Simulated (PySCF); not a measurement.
# RuNO3−: NMR shieldings

What do calculations give for the NMR shieldings of RuNO3− (`[N]#[Ru-](=[O])(=[O])=[O]`)?

Computed with PySCF 2.14.0 and routines of our own; the level stands in each step. Atoms count from 0.

1 further run of the same task is left out (for a basis unfit for spin-orbit shieldings).

### Step 1. The system as given

5 atoms, charge -1, multiplicity 1; geometry from: GFN2-xTB.

### Step 2. Relaxing the molecule at PBE0-D3(BJ)/def2-SVP

Job settings and geometry (Å):

```
{"job": {"xc": "PBE0", "basis": "def2-SVP", "d3": "d3bj", "grid": 1, "maxiter": 30, "kind": "geom"}, "charge": -1, "multiplicity": 1}
Ru     0.018520     0.032870     0.013130
O     -0.008720    -0.050120     1.671290
O      1.565980    -0.021720    -0.584710
O     -0.820770     1.347740    -0.555340
N     -0.755010    -1.308760    -0.544370
```

The run is started by

```console
OMP_NUM_THREADS=1 python heavy_run.py task.json out
```

The driver reads the jobs from task.json and runs them one after another.

What it wrote:

```text
step   0  E = -374.76506905  max force = 0.058598
step   1  E = -374.77288426  max force = 0.019137
step   2  E = -374.77448507  max force = 0.004793
step   3  E = -374.77452580  max force = 0.001060
step   4  E = -374.77453095  max force = 0.000193
optimisation converged
```

Run time: 14 s. Hardware: 1 thread of Arm Neoverse V2, shared host; peak memory 0.35 GiB.

Step by step:

```
step  energy from step 0 (eV)  largest force component (eV/Å)
   0                   0.0000                          3.0132
   1                  -0.2127                          0.9841
   2                  -0.2562                          0.2465
   3                  -0.2573                          0.0545
   4                  -0.2575                          0.0099
```

Distances of close pairs at the start and the end, largest changes first:

```
  bond  before (Å)  after (Å)  change (Å)
Ru0–O3       1.660      1.714      +0.054
Ru0–O1       1.660      1.714      +0.054
Ru0–O2       1.660      1.713      +0.054
Ru0–N4       1.646      1.637      -0.009
```

The final coordinates are the input of the step that follows.

```
                         at the end point                value
  point group (found at 0.08 Å tolerance)                  C3v
rotational constants (GHz, main isotopes)  4.393, 4.390, 3.990
```

### Step 3. NMR shieldings: PBE/pcSseg-1 Ru:x2c-TZVPall-2c, spin-free

Job settings and geometry (Å):

```
{"job": {"kind": "hnmr", "xc": "PBE", "basis": {"default": "pcSseg-1", "Ru": "x2c-TZVPall-2c"}, "rel": "sf"}, "charge": -1, "multiplicity": 1}
Ru    -0.000386     0.000097     0.000475
O     -0.011050    -0.059240     1.713546
O      1.609955    -0.002468    -0.584773
O     -0.835330     1.390680    -0.553746
N     -0.763190    -1.329059    -0.575502
```

With the program's defaults for keys left out, this is: PBE/pcSseg-1 Ru:x2c-TZVPall-2c GIAO NMR shielding, spin-free X2C, Gaussian nuclei, gas phase.

What it wrote:

```text
spin-free SCF
coarse grid: 28752 points
cycle   1  E = -4805.7566028275  dE =  4.675e+00  |g| = 4.803e+00  |ddm| = 2.813e+00
cycle   2  E = -4779.1975254104  dE =  2.656e+01  |g| = 1.532e+01  |ddm| = 1.723e+01
cycle   3  E = -4801.3740457783  dE = -2.218e+01  |g| = 7.398e+00  |ddm| = 1.371e+01
cycle   4  E = -4803.8144457151  dE = -2.440e+00  |g| = 5.699e+00  |ddm| = 3.802e+00
cycle   5  E = -4807.3195669742  dE = -3.505e+00  |g| = 3.666e+00  |ddm| = 3.338e+00
cycle   6  E = -4809.9313895124  dE = -2.612e+00  |g| = 1.659e+00  |ddm| = 2.473e+00
cycle   7  E = -4809.8880250499  dE =  4.336e-02  |g| = 1.757e+00  |ddm| = 8.645e-01
cycle   8  E = -4810.2576465227  dE = -3.696e-01  |g| = 1.038e+00  |ddm| = 8.318e-01
cycle   9  E = -4810.3870486957  dE = -1.294e-01  |g| = 6.379e-01  |ddm| = 5.128e-01
cycle  10  E = -4810.2304569950  dE =  1.566e-01  |g| = 1.070e+00  |ddm| = 7.351e-01
cycle  11  E = -4810.4603368120  dE = -2.299e-01  |g| = 1.483e-01  |ddm| = 5.954e-01
cycle  12  E = -4810.4633117936  dE = -2.975e-03  |g| = 5.730e-02  |ddm| = 7.428e-02
cycle  13  E = -4810.4637988383  dE = -4.870e-04  |g| = 3.211e-02  |ddm| = 1.666e-02
cycle  14  E = -4810.4639591366  dE = -1.603e-04  |g| = 1.562e-02  |ddm| = 2.683e-02
cycle  15  E = -4810.4640083683  dE = -4.923e-05  |g| = 1.981e-03  |ddm| = 8.061e-03
cycle  16  E = -4810.4640090452  dE = -6.769e-07  |g| = 8.873e-04  |ddm| = 1.316e-03
final grid: 58840 points
cycle  17  E = -4810.4634945343  dE =  5.450e-06  |g| = 5.465e-03  |ddm| = 3.212e-03
cycle  18  E = -4810.4632896491  dE =  2.049e-04  |g| = 3.298e-02  |ddm| = 1.956e-02
cycle  19  E = -4810.4634989535  dE = -2.093e-04  |g| = 2.777e-03  |ddm| = 1.732e-02
cycle  20  E = -4810.4635001834  dE = -1.230e-06  |g| = 1.710e-04  |ddm| = 1.142e-03
cycle  21  E = -4810.4635001732  dE =  1.020e-08  |g| = 2.702e-04  |ddm| = 2.194e-04
cycle  22  E = -4810.4635001884  dE = -1.522e-08  |g| = 9.755e-06  |ddm| = 1.493e-04
cycle  23  E = -4810.4635001885  dE = -1.637e-11  |g| = 6.735e-06  |ddm| = 9.744e-06
converged SCF energy = -4810.4635001885
check of the scalar solution
cycle   1  E = -4810.4635001885  dE = -4.810e+03  |FDS-SDF| = 6.735e-06
cycle   2  E = -4810.4635001881  dE =  3.492e-10  |FDS-SDF| = 3.889e-05
converged, E = -4810.4635001881

Field gradients (au) and densities at the nuclei (bohr^-3)
atom        Vxx        Vyy        Vzz        centre      nuclear mean
  0 Ru    -0.0078    -0.0177     0.0255      98965.157      98653.452
  1 O      0.0855     0.7084    -0.7939        282.892        282.891
  2 O      0.0883     0.7084    -0.7967        282.892        282.891
  3 O      0.0879     0.7085    -0.7964        282.892        282.891
  4 N      0.0983     0.0989    -0.1971        187.029        187.028
without picture change
  0 Ru                           0.1300                    182541.829

Core orbital energies (eV)
atom   shell        mean    spread
  0 Ru 1s       -21901.454   0.000
  0 Ru 2s        -3149.216   0.000
  0 Ru 3s         -554.366   0.000
  0 Ru 4s          -75.774   0.000
  0 Ru 2p        -2821.481   0.024
  0 Ru 3p         -446.591   0.015
  0 Ru 4p          -45.939   0.039
  0 Ru 3d         -272.642   0.016

Shielding tensors (ppm)
atom      isotropic    diamagn.    paramagn.     s11        s22        s33       span
  0 Ru    -2195.76     4289.99    -6485.74   -2694.44   -1948.60   -1944.24     750.20
  1 O      -454.53      400.19     -854.72    -782.10    -563.87     -17.62     764.48
  2 O      -453.90      400.18     -854.08    -781.96    -563.65     -16.09     765.87
  3 O      -454.50      400.18     -854.68    -781.93    -564.59     -16.99     764.94
  4 N      -667.34      329.34     -996.68    -695.08    -653.80    -653.14      41.94
```

Run time: 8.8 s. Hardware: 1 thread of Arm Neoverse V2, shared host; peak memory 0.76 GiB.

### Step 4. Outcome

| quantity | value |
| --- | --- |
| point group | C3v |
| rotational constants (main isotopes) | 4.39, 4.39, 3.99 GHz |
| shieldings (step 3, PBE/pcSseg-1 Ru:x2c-TZVPall-2c, spin-free) | Ru0 -2195.8, O1 -454.5, O2 -453.9, O3 -454.5, N4 -667.3 ppm |

In words: Over 4 steps the energy fell by 0.257 eV; of the close pairs, Ru0–O3 changed most, 1.660 to 1.714 Å. No frequency check was run at this level, so the end point may be a saddle.
